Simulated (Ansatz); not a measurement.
# FH3NOSi: the cost of one run

Computed with the Python package of Ansatz 0.2.0. Level of theory: r2SCAN/6-31G*.

### Step 1. Starting point

Bond lengths: N1–Si2 1.635 Å, Si2–O3 1.641 Å, Si2–F4 1.534 Å, N1–H5 1.018 Å, N1–H6 1.056 Å, O3–H7 0.952 Å. Angles: N1–Si2–O3 99.4°, N1–Si2–F4 106.5°, O3–Si2–F4 103.1°, Si2–N1–H5 111.1°, Si2–N1–H6 109.6°, H5–N1–H6 102.1°, Si2–O3–H7 116.7°.

No structure file is read: the coordinates are typed or built in the script.

### Step 2. The code

Input file fh3nosi.py:

```python
"""Vertical spin-state energies of FH3NOSi."""

import ansatz as az
from ase import Atoms

BASIS_SET = "6-31G*"
XC = "r2SCAN"


def main() -> None:
    atoms = Atoms(["N", "Si", "O", "F", "H", "H", "H"], positions=[
        (-0.3701, 1.1497, 0.3017),
        (0.0974, -0.3198, 0.845),
        (1.2213, -0.683, -0.2939),
        (-1.0486, -1.2881, 0.5254),
        (0.2995, 1.5233, -0.3675),
        (-1.2403, 1.0493, -0.2886),
        (1.102, -1.4995, -0.7678),
    ])
    mol = az.Crystal.molecule_from_ase(atoms)

    base = mol.calculation().basis(gaussian=BASIS_SET).functional(XC)
    found = {}
    for unpaired in [1, 3]:
        summary = base.spin("collinear", total=unpaired).run(threads=1).report
        s = unpaired / 2
        found[unpaired] = summary["free_energy_ev"]
        print(f"2S+1 = {unpaired + 1}: E = {found[unpaired]:.5f} eV, <S^2> = {abs(summary['mean_field']['state']['spin_squared']):.3f} (pure state {s * (s + 1):.2f})")
    lowest = min(found, key=found.get)
    for unpaired, e in found.items():
        print(f"multiplicity {unpaired + 1}: {(e - found[lowest]):.3f} eV above the lowest")


if __name__ == "__main__":
    main()
```

### Step 3. Running it

Command:

```console
$ python fh3nosi.py
```

Q: Estimate wall time and peak memory on 1 thread of Arm Neoverse V1, shared host.

About 22 s, with a peak of 0.26 GiB.
